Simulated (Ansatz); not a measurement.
I need a geometry optimisation of AlH8NOSi, SMILES [NH3+][AlH2-][O][SiH3]. Use Ansatz 0.2.0 through its Python package. Settings: r2SCAN, def2-SVP basis, multiplicity 1.

```yaml
atoms:
  - { symbol: N, position_ang: [-1.5608, -0.8200, -0.0707] }
  - { symbol: Al, position_ang: [-0.7450, 0.8885, 0.1937] }
  - { symbol: O, position_ang: [0.8240, 0.6896, 1.1355] }
  - { symbol: Si, position_ang: [1.9500, -0.0282, 0.0518] }
  - { symbol: H, position_ang: [-2.6005, -0.7229, -0.0583] }
  - { symbol: H, position_ang: [-1.2703, -1.4745, 0.6895] }
  - { symbol: H, position_ang: [-1.2663, -1.2151, -0.9916] }
  - { symbol: H, position_ang: [-1.7394, 1.8197, 1.0259] }
  - { symbol: H, position_ang: [-0.4652, 1.5756, -1.2224] }
  - { symbol: H, position_ang: [1.4688, -1.3478, -0.3886] }
  - { symbol: H, position_ang: [2.1722, 0.8461, -1.1114] }
  - { symbol: H, position_ang: [3.2327, -0.2109, 0.7466] }
```

`opt_alh8nosi.py`
```python
"""Relax the AlH8NOSi molecule."""

import argparse
import warnings

import ansatz as az
from ase import Atoms
import numpy as np

parser = argparse.ArgumentParser(description="Relax the AlH8NOSi molecule.")
parser.add_argument("--basis", default="def2-SVP", help="basis")
parser.add_argument("--xc", required=True, help="exchange-correlation functional")
args = parser.parse_args()

warnings.simplefilter("ignore", az.DeckWarning)

atoms = Atoms(["N", "Al", "O", "Si", "H", "H", "H", "H", "H", "H", "H", "H"], positions=[
    (-1.5608, -0.82, -0.0707),
    (-0.745, 0.8885, 0.1937),
    (0.824, 0.6896, 1.1355),
    (1.95, -0.0282, 0.0518),
    (-2.6005, -0.7229, -0.0583),
    (-1.2703, -1.4745, 0.6895),
    (-1.2663, -1.2151, -0.9916),
    (-1.7394, 1.8197, 1.0259),
    (-0.4652, 1.5756, -1.2224),
    (1.4688, -1.3478, -0.3886),
    (2.1722, 0.8461, -1.1114),
    (3.2327, -0.2109, 0.7466),
])
molecule = az.Crystal.molecule_from_ase(atoms)

calculation = molecule.calculation()
calculation = calculation.basis(gaussian=args.basis)
calculation = calculation.functional(args.xc)
symbols = [site.symbol for site in molecule.cartesian_sites]
start = np.array([site.position_ang for site in molecule.cartesian_sites], dtype=float)
def progress(event):
    if event["event"] == "relax_step":
        row = event["data"]
        print(f"step {row['step']:3d}  E = {row['lagrangian_ev']:.6f} eV  max force {row['allowed_force_max_ev_ang']:.4f} eV/A")


report = calculation.relax(force_tolerance=0.02).session().plan().execute(on_event=progress).report
end = np.array(report["positions_ang"])

print("reference energy %16.6f eV" % report["reference_energy_ev"])
print("total energy     %16.6f eV" % report["free_energy_ev"])
print("occupied (up, down):", report["n_occupied"], " virtual:", report["n_virtual"], " frozen:", report["n_frozen"])

print("bond        before    after (A)")
for i, j in [(0, 1), (0, 4), (0, 5), (0, 6), (1, 2), (1, 7), (1, 8), (2, 3), (3, 9), (3, 10), (3, 11)]:
    d0, d1 = (np.linalg.norm(xyz[i] - xyz[j]) for xyz in (start, end))
    print(f"{symbols[i]}{i}-{symbols[j]}{j}".ljust(10), f"{d0:8.4f} {d1:8.4f}")
```

```console
$ python opt_alh8nosi.py --xc r2scan
step   1  E = -18133.529466 eV  max force 2.7571 eV/A
step   2  E = -18134.012422 eV  max force 1.6653 eV/A
step   3  E = -18134.161138 eV  max force 1.0008 eV/A
step   4  E = -18134.255865 eV  max force 0.3291 eV/A
step   5  E = -18134.302944 eV  max force 0.1524 eV/A
step   6  E = -18134.318696 eV  max force 0.1322 eV/A
step   7  E = -18134.321496 eV  max force 0.1999 eV/A
step   8  E = -18134.331216 eV  max force 0.1976 eV/A
step   9  E = -18134.341257 eV  max force 0.1429 eV/A
step  10  E = -18134.343426 eV  max force 0.2446 eV/A
step  11  E = -18134.341708 eV  max force 0.2519 eV/A
step  12  E = -18134.351600 eV  max force 0.0621 eV/A
step  13  E = -18134.354858 eV  max force 0.0217 eV/A
step  14  E = -18134.355634 eV  max force 0.1836 eV/A
step  15  E = -18134.354524 eV  max force 0.1491 eV/A
step  16  E = -18134.357998 eV  max force 0.0172 eV/A
reference energy    -18134.358012 eV
total energy        -18134.358012 eV
occupied (up, down): [25, 25]  virtual: [79, 79]  frozen: 0
bond        before    after (A)
N0-Al1       1.9117   2.0573
N0-H4        1.0443   1.0227
N0-H5        1.0443   1.0231
N0-H6        1.0445   1.0233
Al1-O2       1.8407   1.7401
Al1-H7       1.5964   1.6002
Al1-H8       1.5987   1.6002
O2-Si3       1.7197   1.6352
Si3-H9       1.4720   1.4998
Si3-H10      1.4720   1.4982
Si3-H11      1.4702   1.4985
```

Reading the output:
- Total energies depend on the basis set; only differences at equal settings carry meaning.
- The end point is the stationary point reached from this start; no frequency run checks that it is a minimum, and the basis set is modest.
- Run time: 2.2 min on 1 thread of Arm Neoverse V2 (shared host), peak memory 0.25 GiB.

(A comment or docstring line of the script was reworded after the run, the code is as it ran; lines on the test bed's own set-up are left out of the output.)
